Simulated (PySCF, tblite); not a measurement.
# C2H9ClSSi3: geometry, infrared bands and NMR shifts

What infrared bands and NMR shifts should C2H9ClSSi3 (`Cl[SiH2][Si@@H]1C[SiH2]CS1`) show?

Computed with tblite 0.8.0 and PySCF 2.14.0, with density-fitted response routines of our own, on a single molecule in the gas phase. Atoms are numbered from 0 throughout.

### Step 1. The starting structure

16 atoms, charge 0, multiplicity 1; geometry from: force field or distance geometry start.

Bonds of the start (Å): Cl0–Si1 2.05, Si1–Si2 2.29, Si2–C3 1.88, C3–Si4 1.88, Si4–C5 1.86, C5–S6 1.83, S6–Si2 2.17, Si1–H7 1.49, Si1–H8 1.49, Si2–H9 1.48, C3–H10 1.09, C3–H11 1.09, Si4–H12 1.49, Si4–H13 1.48, C5–H14 1.09, C5–H15 1.10.

### Step 2. Geometry optimisation with GFN2-xTB

The job: settings as JSON, then the geometry in Å.

```
{"job": {"kind": "relax", "xc": "GFN2-xTB", "basis": "xTB"}, "charge": 0, "multiplicity": 1}
Cl     3.409500     1.992100    -0.000300
Si     2.585900     0.193200     0.528100
Si     0.829000    -0.336200    -0.849400
C     -0.464600     1.023700    -0.838400
Si    -1.632600     0.400900     0.500600
C     -1.854900    -1.428100     0.242500
S     -0.217100    -2.116400    -0.193700
H      3.685000    -0.817800     0.464100
H      2.138900     0.327100     1.947400
H      1.274600    -0.561600    -2.243600
H     -0.056800     2.001000    -0.599500
H     -0.983300     1.071900    -1.791500
H     -1.023800     0.678400     1.829300
H     -2.921400     1.125000     0.416300
H     -2.543400    -1.620800    -0.577400
H     -2.232700    -1.923500     1.154000
```

Command:

```console
> OMP_NUM_THREADS=1 python probes_run.py task.json out
```

This one command runs all jobs of the session in turn.

What it wrote:

```text
step      E/eV     max force
  0    -595.87261    2.012
  1    -595.94890    0.954
  2    -595.99317    0.539
  3    -596.00996    0.522
  4    -596.03283    0.298
  5    -596.04349    0.230
  6    -596.05204    0.207
  7    -596.05700    0.202
  8    -596.06152    0.195
  9    -596.06513    0.147
 10    -596.06789    0.143
 11    -596.06983    0.107
 12    -596.07129    0.106
 13    -596.07249    0.088
 14    -596.07362    0.085
 15    -596.07463    0.087
 16    -596.07535    0.066
 17    -596.07583    0.062
 18    -596.07622    0.051
 19    -596.07657    0.047
 20    -596.07688    0.046
 21    -596.07714    0.042
 22    -596.07738    0.046
 23    -596.07766    0.044
 24    -596.07797    0.055
 25    -596.07828    0.053
 26    -596.07855    0.039
 27    -596.07877    0.037
 28    -596.07895    0.036
 29    -596.07911    0.030
 30    -596.07926    0.031
 31    -596.07940    0.027
 32    -596.07953    0.032
 33    -596.07969    0.032
 34    -596.07989    0.038
 35    -596.08014    0.053
 36    -596.08045    0.055
 37    -596.08085    0.060
 38    -596.08134    0.067
 39    -596.08186    0.069
 40    -596.08233    0.076
 41    -596.08275    0.066
 42    -596.08321    0.065
 43    -596.08380    0.071
 44    -596.08446    0.070
 45    -596.08502    0.058
 46    -596.08541    0.039
 47    -596.08568    0.051
 48    -596.08594    0.043
 49    -596.08620    0.034
 50    -596.08640    0.038
 51    -596.08654    0.031
 52    -596.08664    0.027
 53    -596.08675    0.026
 54    -596.08685    0.022
 55    -596.08692    0.020
 56    -596.08697    0.017
 57    -596.08701    0.018
 58    -596.08707    0.021
 59    -596.08717    0.026
 60    -596.08729    0.028
 61    -596.08742    0.024
 62    -596.08751    0.025
 63    -596.08761    0.024
 64    -596.08775    0.028
 65    -596.08796    0.031
 66    -596.08824    0.038
 67    -596.08849    0.039
 68    -596.08870    0.034
 69    -596.08889    0.045
 70    -596.08911    0.039
 71    -596.08941    0.036
 72    -596.08981    0.046
 73    -596.09015    0.056
 74    -596.09057    0.069
 75    -596.09118    0.067
 76    -596.09188    0.059
 77    -596.09234    0.061
 78    -596.09219    0.073
 79    -596.09292    0.037
 80    -596.09310    0.037
 81    -596.09383    0.053
 82    -596.09423    0.064
 83    -596.09545    0.082
 84    -596.09620    0.054
 85    -596.09662    0.038
 86    -596.09673    0.071
 87    -596.09701    0.040
 88    -596.09719    0.032
 89    -596.09767    0.029
 90    -596.09789    0.027
 91    -596.09805    0.031
 92    -596.09818    0.031
 93    -596.09844    0.035
 94    -596.09866    0.040
 95    -596.09896    0.038
 96    -596.09919    0.036
 97    -596.09943    0.035
 98    -596.09969    0.047
 99    -596.09998    0.048
100    -596.10026    0.039
101    -596.10046    0.053
102    -596.10061    0.028
103    -596.10069    0.017
104    -596.10074    0.009
```

It took 0.94 s on 1 thread of Arm Neoverse V2, shared host.

Along the way: (not every step is listed)

```
step  energy from step 0 (eV)  largest force (eV/Å)
   0                   0.0000                2.0116
   1                  -0.0763                0.9536
   2                  -0.1206                0.5387
   3                  -0.1373                0.5218
   4                  -0.1602                0.2975
   5                  -0.1709                0.2303
   6                  -0.1794                0.2071
   7                  -0.1844                0.2016
   8                  -0.1889                0.1954
  17                  -0.2032                0.0617
  26                  -0.2059                0.0389
  35                  -0.2075                0.0531
  44                  -0.2119                0.0703
  53                  -0.2141                0.0264
  62                  -0.2149                0.0248
  71                  -0.2168                0.0362
  80                  -0.2205                0.0371
  89                  -0.2251                0.0289
  98                  -0.2271                0.0466
  99                  -0.2274                0.0476
 100                  -0.2277                0.0389
 101                  -0.2278                0.0532
 102                  -0.2280                0.0281
 103                  -0.2281                0.0165
 104                  -0.2281                0.0088
```

Distances of close pairs at the start and the end, largest changes first:

```
   bond  before (Å)  after (Å)  change (Å)
 Si4–C5       1.860      1.905      +0.045
 Si2–C3       1.877      1.917      +0.040
 Si1–H7       1.495      1.462      -0.033
 Si1–H8       1.494      1.465      -0.029
Si4–H12       1.488      1.464      -0.023
 C3–Si4       1.883      1.905      +0.022
Cl0–Si1       2.048      2.026      -0.022
 C5–H15       1.104      1.087      -0.017
```

The final coordinates are the input of the step that follows.

### Step 3. Infrared spectrum with GFN2-xTB

The job: settings as JSON, then the geometry in Å.

```
{"job": {"kind": "ir", "xc": "GFN2-xTB", "basis": "xTB"}, "charge": 0, "multiplicity": 1}
Cl     3.758739     1.616898    -0.701902
Si     2.871248     0.143842     0.368908
Si     0.836850    -0.277342    -0.636141
C     -0.466101     1.116567    -0.454322
Si    -2.019956     0.445152     0.419989
C     -1.829370    -1.434902     0.175178
S     -0.084870    -1.938617     0.384692
H      3.803464    -0.981829     0.365161
H      2.795883     0.638623     1.746194
H      0.885470    -0.643656    -2.064268
H     -0.051826     1.957896     0.098613
H     -0.722949     1.504105    -1.438975
H     -1.987550     0.750314     1.851665
H     -3.266252     0.884170    -0.210908
H     -2.140173    -1.756482    -0.817713
H     -2.390207    -2.015797     0.902418
```

What it wrote:

```text
mode    cm-1     km/mol
  1      20.3      0.74
  2      24.7      1.82
  3      67.0      3.29
  4     108.0      1.70
  5     125.3      1.20
  6     142.7      7.50
  7     258.7     11.87
  8     287.9      2.63
  9     387.7     17.05
 10     419.6      1.70
 11     458.0     36.78
 12     493.8    125.18
 13     527.7      7.19
 14     539.6      1.83
 15     568.8      9.74
 16     600.7    253.19
 17     611.2    170.19
 18     624.4    132.91
 19     660.5     16.96
 20     675.6    396.64
 21     699.9    131.22
 22     723.6     85.12
 23     745.1    185.77
 24     760.8    272.86
 25     770.6     11.34
 26     792.6     77.11
 27     799.5    214.12
 28     985.6      2.85
 29    1056.2     12.97
 30    1108.1    106.10
 31    1163.9      2.41
 32    1447.1      3.79
 33    1452.4      0.82
 34    2137.8    183.18
 35    2216.4    245.36
 36    2257.7    312.85
 37    2257.9    264.93
 38    2263.5    223.47
 39    2975.0     13.11
 40    2986.8     23.31
 41    2997.5      4.19
 42    3017.9      8.25
```

Wall time 0.75 s (1 thread of Arm Neoverse V2, shared host).

The strongest bands and the atoms that carry them (share of the mass-weighted mode):

```
cm⁻¹  km/mol                                  atoms
 601   253.2                                H9 51 %
 676   396.6              H8 20 %, H7 19 %, C3 13 %
 761   272.9  H13 29 %, H12 26 %, Si4 14 %, C5 13 %
 800   214.1                       H8 39 %, H7 38 %
2216   245.4                                H8 86 %
2258   312.9                               H13 80 %
2258   264.9                                H7 80 %
2264   223.5                     H12 87 %, H13 10 %
```

### Step 4. Nuclear shieldings: PBE0/pcSseg-1

Settings changed since step 3:

```diff
@@ -1,2 +1,2 @@
-{"job": {"kind": "ir", "xc": "GFN2-xTB", "basis": "xTB"}, "charge": 0, "multiplicity": 1}
+{"job": {"kind": "nmr", "xc": "PBE0", "basis": "pcSseg-1"}, "charge": 0, "multiplicity": 1}
 Cl     3.758739     1.616898    -0.701902
```

Level: GIAO PBE0/pcSseg-1 NMR shielding, non-relativistic, gas phase.

What it wrote:

```text
coarse grid: 15872 points
cycle   1  E = -1807.6621342876  dE =  5.137e-01  |g| = 4.371e-01  |ddm| = 3.776e+00
cycle   2  E = -1807.6426285108  dE =  1.951e-02  |g| = 5.130e-01  |ddm| = 1.053e+00
cycle   3  E = -1807.7133022050  dE = -7.067e-02  |g| = 5.028e-02  |ddm| = 6.086e-01
cycle   4  E = -1807.7139154942  dE = -6.133e-04  |g| = 2.359e-02  |ddm| = 9.638e-02
cycle   5  E = -1807.7140610527  dE = -1.456e-04  |g| = 5.895e-03  |ddm| = 3.483e-02
cycle   6  E = -1807.7140689824  dE = -7.930e-06  |g| = 1.529e-03  |ddm| = 7.088e-03
final grid: 130040 points
cycle   7  E = -1807.7546305272  dE = -2.331e-05  |g| = 7.020e-03  |ddm| = 2.100e-02
cycle   8  E = -1807.7546199506  dE =  1.058e-05  |g| = 9.152e-03  |ddm| = 1.540e-02
cycle   9  E = -1807.7546418734  dE = -2.192e-05  |g| = 6.523e-04  |ddm| = 9.833e-03
cycle  10  E = -1807.7546419774  dE = -1.039e-07  |g| = 1.185e-04  |ddm| = 9.755e-04
cycle  11  E = -1807.7546419808  dE = -3.474e-09  |g| = 4.678e-05  |ddm| = 1.941e-04
cycle  12  E = -1807.7546419814  dE = -5.762e-10  |g| = 1.415e-05  |ddm| = 6.792e-05
converged SCF energy = -1807.7546419814

GIAO shielding tensors (ppm)
atom      isotropic    diamagn.    paramagn.     s11        s22        s33       span
  0 Cl    1062.519    1147.272     -84.753    996.034   1086.344   1105.180    109.145
  1 Si     384.785     877.227    -492.442    348.359    360.263    445.733     97.374
  2 Si     357.902     880.253    -522.351    277.797    379.003    416.905    139.108
  3 C      194.868     258.818     -63.951    174.820    201.493    208.290     33.470
  4 Si     377.186     879.731    -502.546    305.328    400.658    425.570    120.242
  5 C      168.608     255.533     -86.925    139.692    171.526    194.605     54.914
  6 S      673.305    1059.203    -385.898    506.493    642.351    871.070    364.578
  7 H       26.434      27.516      -1.082     21.652     25.971     31.678     10.026
  8 H       26.458      28.200      -1.742     22.437     25.891     31.045      8.608
  9 H       26.522      29.341      -2.818     22.486     24.353     32.728     10.242
 10 H       31.240      32.105      -0.865     24.807     29.296     39.616     14.809
 11 H       31.262      31.350      -0.088     25.255     28.129     40.401     15.145
 12 H       27.736      28.917      -1.180     23.775     25.090     34.343     10.568
 13 H       27.019      28.456      -1.437     22.856     24.500     33.700     10.844
 14 H       29.672      30.948      -1.276     22.935     27.399     38.682     15.747
 15 H       29.578      29.991      -0.413     22.909     27.091     38.734     15.825
```

Run time: 39 s. Hardware: 1 thread of Arm Neoverse V2, shared host; peak memory 0.9 GiB.

Shifts follow as δ = σ(reference) − σ, with reference shieldings (ppm) from runs at the same level and on the same kind of geometry: 1H TMS 31.72, 13C TMS 186.9, 29Si TMS 349.2, 33S CS2 504, 35Cl HCl 950. The references are single molecules in the gas phase.

```
atoms                                                     environment  σ (ppm)  δ (ppm)  δ scaled to CDCl3
   C5                                      sp3 CH2 bonded to S and Si    168.6     18.3               11.6
   C3                                          sp3 CH2 bonded to 2 Si    194.9     -7.9               -9.7
   H7                          hydrogen on a silicon bonded to Cl, Si    26.43     5.28                  –
   H8                          hydrogen on a silicon bonded to Cl, Si    26.46     5.26                  –
   H9  hydrogen on a silicon bonded to C, S, Si, in a 5-membered ring    26.52     5.19                  –
  H13       hydrogen on a silicon bonded to 2 C, in a 5-membered ring    27.02     4.70                  –
  H12       hydrogen on a silicon bonded to 2 C, in a 5-membered ring    27.74     3.98                  –
  H15                       hydrogen on an sp3 CH2 bonded to S and Si    29.58     2.14               2.12
  H14                       hydrogen on an sp3 CH2 bonded to S and Si    29.67     2.04               2.03
  H10                           hydrogen on an sp3 CH2 bonded to 2 Si    31.24     0.48               0.56
  H11                           hydrogen on an sp3 CH2 bonded to 2 Si    31.26     0.46               0.53
  Cl0                                           chlorine bonded to Si     1063     -113                  –
  Si2             silicon bonded to C, S, Si, H, in a 5-membered ring    357.9     -8.7                  –
  Si4                silicon bonded to 2 C, 2 H, in a 5-membered ring    377.2    -28.0                  –
  Si1                                   silicon bonded to Cl, Si, 2 H    384.8    -35.6                  –
   S6                    sulfur bonded to C, Si, in a 5-membered ring      673     -170                  –
```

The scaled column applies a straight-line fit of computed shieldings to shifts measured in CDCl3, with any fitted terms for Cl, Br or S neighbours (root-mean-square error 0.16 ppm for H, 1.9 ppm for C).

Charges from the same density, by scheme (e):

```
atoms  Mulliken    IAO  Hirshfeld  ESP fit
  Cl0     -0.32  -0.32      -0.13    -0.19
  Si1      0.44   0.52       0.26     0.18
  Si2      0.43   0.53       0.24     0.31
   C3     -0.87  -0.82      -0.25    -0.36
  Si4      0.72   0.77       0.34     0.45
   C5     -0.63  -0.62      -0.16    -0.38
   S6     -0.27  -0.19      -0.11    -0.28
```

Mayer bond orders: Cl0–Si1 0.93, Si1–Si2 0.89, Si2–C3 0.88, C3–Si4 0.90, Si4–C5 0.86, C5–S6 0.98, S6–Si2 0.97.

Ring of atoms Si2, C3, Si4, C5, S6: NICS(0) -6.3, NICS(1) -4.3, NICS(1)zz -2.3 ppm (means of both faces).

The fields below are evaluated on a grid from the run's orbitals.

Frontier orbitals at PBE0/pcSseg-1, with the share of their density that lies nearest to each atom:

```
orbital  energy (eV)                                      lies on
   HOMO        -6.82                                      S6 73 %
   LUMO        -0.83  Si1, Si2 about 19 % each; Cl0 11 %; H7 11 %
```

ELF in a plane through or near 6 of the atoms.

Ten even steps from '0' (0.00) to '9' (1.00):
```
0000000000000000000000000000
0000000000000000000000000000
0000000000000000000000000000
0000011000003520000000000000
0001244300059971000365100000
0013577510079993213899700000
0036888610039986724999910000
0047887620004768722699910000
0046777623313568378198600000
0024466103743434242132000000
0000021661963310389710000000
0000066142854642477620000000
0000599934525866733872000000
0002999972115731768996000000
0002999950015631627996000000
0000499920015878602662000000
0000024300014798500000000000
0000000000002576300000000000
0000000000000121000000000000
0000000000000000000000000000
```
The map spans 13.1 Å across and 9.1 Å up, centred on the molecule. Atoms in the plane (x, y in Å): Si1 (-2.9, -0.3), Si4 (1.9, 0.7), S6 (0.4, -1.9), H7 (-3.6, -1.6), H10 (-0.2, 1.9), H15 (2.7, -1.7).

On the surface of density 0.002 e/bohr³ the electrostatic potential runs, from the 1st to the 99th percentile, from -0.88 V near S6 to 1.24 V near H7.

### Step 5. What came out

```
                                 quantity                                                     value
strongest single infrared mode (GFN2-xTB)                                      676 cm⁻¹, 397 km/mol
             zero-point energy (GFN2-xTB)                                             61.8 kcal/mol
   13C shifts against TMS (PBE0/pcSseg-1)                                            18.3, -7.9 ppm
    1H shifts against TMS (PBE0/pcSseg-1)  5.28, 5.26, 5.19, 4.70, 3.98, 2.14, 2.04, 0.48, 0.46 ppm
  35Cl shifts against HCl (PBE0/pcSseg-1)                                                  -113 ppm
  29Si shifts against TMS (PBE0/pcSseg-1)                                    -8.7, -28.0, -35.6 ppm
   33S shifts against CS2 (PBE0/pcSseg-1)                                                  -170 ppm
    surface potential, 1st and 99th percentile                                        -0.88 V and 1.24 V
```

Relaxing lowered the energy by 0.228 eV in 104 steps; the close pair that moved most is Si4–C5, from 1.860 to 1.905 Å. No mode is imaginary among the 42: a minimum at this level. The strongest single mode, at 676 cm⁻¹, is spread over many atoms; the largest shares are those of H8, H7. Unscaled tight-binding wavenumbers are off by several per cent, some by more. Its intensities can rank the bands wrongly. At PBE0/pcSseg-1: The largest span, 365 ppm, is at S6, where the paramagnetic term is -386 ppm. At PBE0/pcSseg-1, counted by nearest atom on the grid, the HOMO lies on S6 73 %, the LUMO on Si1, Si2 about 19 % each; Cl0 11 %.
